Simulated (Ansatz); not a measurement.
# C: the cost of one run

Program: Ansatz 0.2.0. Level of theory: DFT LDA, scalar-relativistic, plane waves, PAW. These are calculated values, not measurements.

3 further runs of the same task are left out: 3 set aside as unsound or not needed.

## Step 1: The system as given

The structure is trigonal, space group R-3m (No. 166). The conventional cell has a = 2.445 Å, b = 2.445 Å, c = 20.727 Å, α = 90.00°, β = 90.00°, γ = 120.00°. C (site symmetry 3m) is surrounded by 3 C at 1.41 Å.

Coordinates:

```
CELL_PARAMETERS angstrom
2.44481 0.00000 0.00000
-1.22240 2.11727 0.00000
0.00000 0.00000 20.72711
ATOMIC_POSITIONS crystal
C 0.00000 0.00000 0.91969
C 0.33333 0.66667 0.91966
C 0.00000 0.00000 0.74701
C 0.33333 0.66667 0.74698
C 0.66667 0.33333 0.25302
C 0.00000 0.00000 0.25299
C 0.66667 0.33333 0.08034
C 0.00000 0.00000 0.08031
C 0.33333 0.66667 0.58635
C 0.66667 0.33333 0.58633
C 0.33333 0.66667 0.41367
C 0.66667 0.33333 0.41365
```

It goes back to an entry of the Materials Project, which need not be the stable form.

## Step 2: Zero strain

input.yaml

```yaml
crystal:
  lattice:
    - [2.4448076995, 0.0, 0.0]
    - [-1.2224038498, 2.1172655752, 0.0]
    - [0.0, 0.0, 20.727108246]
  atoms:
    - { symbol: C, position: [0.0, 0.0, 0.9196873279] }
    - { symbol: C, position: [0.3333333333, 0.6666666667, 0.9196612247] }
    - { symbol: C, position: [0.0, 0.0, 0.747005442] }
    - { symbol: C, position: [0.3333333333, 0.6666666667, 0.7469793388] }
    - { symbol: C, position: [0.6666666667, 0.3333333333, 0.2530206612] }
    - { symbol: C, position: [0.0, 0.0, 0.252994558] }
    - { symbol: C, position: [0.6666666667, 0.3333333333, 0.0803387753] }
    - { symbol: C, position: [0.0, 0.0, 0.0803126721] }
    - { symbol: C, position: [0.3333333333, 0.6666666667, 0.5863539946] }
    - { symbol: C, position: [0.6666666667, 0.3333333333, 0.5863278913] }
    - { symbol: C, position: [0.3333333333, 0.6666666667, 0.4136721087] }
    - { symbol: C, position: [0.6666666667, 0.3333333333, 0.4136460054] }
basis:
  ecutwfc: 420
kpoints:
  mp_grid: { grid: [18, 18, 2] }
hamiltonian:
  xc: lda
scf:
  occupations: { method: gaussian, width: 0.01 }
output:
  forces: true
  stress: true
  eigenvalues: true
  write_density: true
  write_potential: true
  elf: true
  volumetric_format: npy
```

Launch:

```bash
> ansatz run input.yaml --threads 1 --pin off --max-ram 2560MiB --backend cpu --events-out ev --progress --plain --runs-dir out
```

**Question.** How long does this run take on 1 thread of Arm Neoverse V1, shared host, and how much memory does it need?

About 21 s, with a peak of 0.44 GiB.
